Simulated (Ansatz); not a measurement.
# AlH6NSiTe: up Jacob's ladder to CCSD(T)

One table from this session's results is given with a row withheld; the runs are named, their logs left out.

The runs use Ansatz 0.2.0, Gaussian basis; functionals in def2-TZVPP, the program's frozen cores in correlated methods.

The runs, in order: PBE-D4, r2SCAN-D4, PBE0-D4, B3LYP-D4, ωB97X-V, ωB97M-V, B2PLYP; CCSD(T)/def2-TZVPP; MP2/def2-QZVPP; extrapolation to the limit.

### The geometry

The geometry comes from an earlier relaxation with PBE0-D4 in a triple-zeta def2 set; it is a stationary point, not always the lowest conformer. Te takes the def2 core potential; no spin-orbit term is included.

SMILES `[SiH3][NH][AlH][TeH]`, 10 atoms, charge 0, spin multiplicity 1.

Atoms are counted from 1 here; the program's logs count them from 0.

Bond lengths: Si1–N2 1.726 Å, Si1–H5 1.489 Å, Si1–H6 1.485 Å, Si1–H7 1.489 Å, N2–Al3 1.781 Å, N2–H8 1.014 Å, Al3–Te4 2.527 Å, Al3–H9 1.579 Å, Te4–H10 1.656 Å. Angles: N2–Si1–H5 111.8°, N2–Si1–H6 108.1°, N2–Si1–H7 112.0°, H5–Si1–H6 108.8°, H5–Si1–H7 107.3°, H6–Si1–H7 108.7°, Si1–N2–Al3 133.8°, Si1–N2–H8 113.3°, Al3–N2–H8 112.8°, N2–Al3–Te4 123.0°, N2–Al3–H9 118.4°, Te4–Al3–H9 118.6°, Al3–Te4–H10 91.8°.

The first run:

in.yaml

```yaml
crystal:
  periodic: [false, false, false]
  atoms:
    - {symbol: Si, position_ang: [-1.102439, 0.478552, -0.946767]}
    - {symbol: N, position_ang: [-0.600223, -0.705120, 0.204647]}
    - {symbol: Al, position_ang: [0.881197, -0.942026, 1.164141]}
    - {symbol: Te, position_ang: [2.866293, 0.616978, 1.037313]}
    - {symbol: H, position_ang: [-2.341706, 1.181707, -0.513568]}
    - {symbol: H, position_ang: [-0.011381, 1.475467, -1.088662]}
    - {symbol: H, position_ang: [-1.376956, -0.123790, -2.280892]}
    - {symbol: H, position_ang: [-1.296690, -1.422492, 0.372946]}
    - {symbol: H, position_ang: [0.955726, -2.183866, 2.137199]}
    - {symbol: H, position_ang: [2.109280, 1.573391, -0.083359]}
basis:
  gaussian: {orbitals: def2-TZVPP}
hamiltonian: {xc: pbe, dispersion: d4}
output: {forces: true, orbitals: {seedname: orbitals}}
```

Launch:

```
> ansatz run in.yaml --threads 4 --pin off --events-out ev --progress --plain --max-ram 10444MiB
```

Steps of the session up to this table: PBE-D4 (GGA); r2SCAN-D4 (meta-GGA); PBE0-D4 (hybrid); B3LYP-D4 (hybrid); ωB97X-V (range-separated); ωB97M-V (range-separated); B2PLYP (double hybrid); CCSD(T) in def2-TZVPP; MP2 in def2-QZVPP.

One table of the session follows, with a row left open; its other results are not shown here.

```
            method  atomisation energy (kcal/mol)
            PBE-D4                          699.3
         r2SCAN-D4                          699.8
           PBE0-D4                              ?
          B3LYP-D4                          702.7
           ωB97X-V                          708.5
           ωB97M-V                          702.2
            B2PLYP                          692.2
     HF/def2-TZVPP                          504.5
    MP2/def2-TZVPP                          684.9
   CCSD/def2-TZVPP                          674.3
CCSD(T)/def2-TZVPP                          683.9
           MP2/CBS                          709.3
       CCSD(T)/CBS                          708.3
```

**Question.** Estimate the row for PBE0-D4.

As computed: atomisation energy (kcal/mol): 692.7. In the column «atomisation energy (kcal/mol)» it lies between B2PLYP (692.2) and PBE-D4 (699.3).
